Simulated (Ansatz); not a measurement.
# HfI4: the cost of one run

Method: functionals in def2-TZVPP, the program's frozen cores in correlated methods; program: Ansatz 0.2.0, Gaussian basis.

Levels to be run: LDA (SPW92), PBE-D4, revPBE-D4, BLYP-D4, r2SCAN-D4, B97M-V, PBE0-D4, B3LYP-D4, r2SCANh-D4, r2SCAN0-D4, HSE06-D4, BHLYP-D4, CAM-B3LYP-D4, LC-ωPBE, ωB97X-V, ωB97M-V, B2PLYP, PBE-QIDH; CCSD(T)/def2-SVP; CCSD(T)/def2-TZVPP; MP2/def2-QZVPP; extrapolation to the limit; RPA on PBE.

2 further runs of the same task are left out: 2 that didn't finish.

**1. The geometry**

An earlier PBE0-D4 in a triple-zeta def2 set relaxation fixed the geometry. I, Hf take the def2 core potential; no spin-orbit term is included.

SMILES `[I][Hf]([I])([I])[I]`, 5 atoms, charge 0, spin multiplicity 1.

Atoms are counted from 1 here; the program's logs count them from 0.

Bond lengths: I1–Hf2 2.676 Å, Hf2–I3 2.676 Å, Hf2–I4 2.676 Å, Hf2–I5 2.676 Å. Angles: I1–Hf2–I3 109.5°, I1–Hf2–I4 109.5°, I1–Hf2–I5 109.5°, I3–Hf2–I4 109.5°, I3–Hf2–I5 109.5°, I4–Hf2–I5 109.5°.

**2. LDA**

This LDA is Slater exchange with PW92 correlation.

in.yaml reads:

```yaml
crystal:
  periodic: [false, false, false]
  atoms:
    - {symbol: I, position_ang: [-1.496633, -0.595692, 2.125759]}
    - {symbol: Hf, position_ang: [0.009983, -0.014721, -0.008302]}
    - {symbol: I, position_ang: [2.328255, -1.342405, 0.148216]}
    - {symbol: I, position_ang: [-1.283275, -0.737762, -2.236828]}
    - {symbol: I, position_ang: [0.491569, 2.616979, -0.070344]}
basis:
  gaussian: {orbitals: def2-TZVPP}
hamiltonian: {xc: lda}
output: {orbitals: {seedname: orbitals}}
```

Command:

```
> ansatz run in.yaml --threads 2 --pin off --events-out ev --progress --plain --max-ram 22528MiB --backend cpu
```

Q: Estimate wall time and peak memory on 2 threads of AMD EPYC 7R13, shared host.

About 4 s, with a peak of 0.48 GiB.
